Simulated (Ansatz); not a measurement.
## PdRh and its elements: a formation energy from the elements, step by step

Program: the Python package of Ansatz (0.2.0).

The cells in order, each with its output:

**Cell 1**
```python
from collections import Counter
import warnings

import ansatz as az
import numpy as np
import pandas as pd
```

**Cell 2**
```python
FUNCTIONAL = "pbesol"
CUTOFF = 500
K_SPACING = 0.16
OCCUPATIONS = "fermi_dirac"
SIGMA = 0.05

PHASES = {
    "PdRh": (
        [(1.379215, 0.79629, 4.495246), (-1.379215, 0.79629, 4.495246), (0.0, -1.59258, 4.495246)],
        [
            ("Pd", (0.0, 0.0, 0.0)),
            ("Rh", (0.5, 0.5, 0.5)),
        ],
    ),
    "Pd": (
        [(0.0, 1.9465, 1.9465), (1.9465, 0.0, 1.9465), (1.9465, 1.9465, 0.0)],
        [
            ("Pd", (0.0, 0.0, 0.0)),
        ],
    ),
    "Rh": (
        [(0.0, 1.89785, 1.89785), (1.89785, 0.0, 1.89785), (1.89785, 1.89785, 0.0)],
        [
            ("Rh", (0.0, 0.0, 0.0)),
        ],
    ),
}


def build(vectors, sites):
    crystal = az.Crystal(lattice=az.Lattice.of(vectors))
    for symbol, position in sites:
        crystal = crystal.atom(symbol, position)
    return crystal
```

**Cell 3**
```python
def solve(name, crystal):
    calc = (
        crystal.calculation()
        .functional(FUNCTIONAL)
        .basis(CUTOFF)
        .kpoints(spacing=K_SPACING)
        .occupations(OCCUPATIONS, width=SIGMA)
        .stress()
    )
    calc = calc.relax(force_tolerance=0.01, cell=True)
    return calc.run(threads=1, pin="off")
```

**Cell 4**
```python
def counts(outcome):
    return Counter(site.symbol for site in outcome.lattice.sites)
```

**Cell 5**
```python
def formation_energy(outcome, mu):
    n = counts(outcome)
    return (outcome.report["energy_sigma0_ev"] - sum(k * mu[element] for element, k in n.items())) / sum(n.values())
```

**Cell 6**
```python
def volume_per_atom(outcome):
    return abs(np.linalg.det(outcome.lattice.cell_ang)) / len(outcome.lattice.sites)
```

**Cell 7**
```python
warnings.simplefilter("ignore", az.DeckWarning)

phases = {name: build(*cell) for name, cell in PHASES.items()}
```

**Cell 8**
```python
done = {name: solve(name, crystal) for name, crystal in phases.items()}
```

**Cell 9**
```python
# energy of one atom in its reference phase
references = {"Pd": "Pd", "Rh": "Rh"}
mu = {element: done[name].report["energy_sigma0_ev"] / len(done[name].lattice.sites) for element, name in references.items()}

target = done["PdRh"]
heat = formation_energy(target, mu)
rows = [(name, len(o.lattice.sites), volume_per_atom(o), formation_energy(o, mu)) for name, o in done.items()]
print(pd.DataFrame(rows, columns=["phase", "atoms", "V (A^3/atom)", "E_form (eV/atom)"]).round(4).to_string(index=False))
```
Output:
```text
phase  atoms  V (A^3/atom)  E_form (eV/atom)
 PdRh      2       14.0113            0.0854
   Pd      1       14.5489            0.0000
   Rh      1       13.5031            0.0000
```

Notes:
- The cells come from databases of deposited and of computed structures, and not all need be stable phases.
- The compound is the structure given, not necessarily its lowest; energies are at zero temperature, with no correction for gases. A semilocal functional's error on such energies is often 0.05 to 0.1 eV an atom, and 0.1 to 0.3 eV against gases such as O2 or F2.
- The whole script took 100 s on 1 thread of Arm Neoverse V2 (shared host), peak memory 0.76 GiB.
